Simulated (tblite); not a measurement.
# C3H11BO2Si: the cost of one run

Programs: tblite 0.8.0 and PySCF 2.14.0, with density-fitted response routines of our own. Each step states its level of theory. These are calculated values for one molecule in the gas phase, unless marked as measured. Atoms are numbered from 0 throughout.

**1. The starting structure**

18 atoms, charge 0, multiplicity 1; geometry from: force field or distance geometry start.

Bonds of the start (Å): C0–C1 1.49, C1–C2 1.52, C1–Si3 1.87, Si3–B4 1.95, B4–O5 1.46, B4–O6 1.47, C0–H7 1.13, C0–H8 1.10, C0–H9 1.13, C1–H10 1.10, C2–H11 1.11, C2–H12 1.10, C2–H13 1.12, Si3–H14 1.48, Si3–H15 1.50, O5–H16 0.99, O6–H17 0.99.

**2. Optimising the geometry with GFN2-xTB**

Job settings and geometry (Å):

```
{"job": {"kind": "relax", "xc": "GFN2-xTB", "basis": "xTB"}, "charge": 0, "multiplicity": 1}
C     -1.165700     0.734100    -1.267200
C     -0.857800    -0.416500    -0.372100
C     -2.100900    -0.695500     0.456100
Si     0.512900    -0.049100     0.840100
B      2.277000    -0.454000     0.125700
O      3.394000    -0.328100     1.058800
O      2.527600     0.018300    -1.246900
H     -1.245100     1.674500    -0.653100
H     -0.485200     0.831100    -2.119700
H     -2.215700     0.553600    -1.641900
H     -0.569800    -1.289900    -0.976000
H     -1.852600    -1.151000     1.434600
H     -2.859000    -1.287100    -0.088100
H     -2.560100     0.305900     0.670000
H      0.438700     1.341100     1.348800
H      0.333000    -1.000800     1.986700
H      3.229600     0.463000     1.628100
H      3.190200     0.756600    -1.195500
```

Launch:

```bash
OMP_NUM_THREADS=1 python probes_run.py task.json out
```

One launch serves the whole session: the jobs run in the order shown.

Q: Estimate the wall time of this first job on 1 thread of Arm Neoverse N1, shared host.

About 1.1 s.
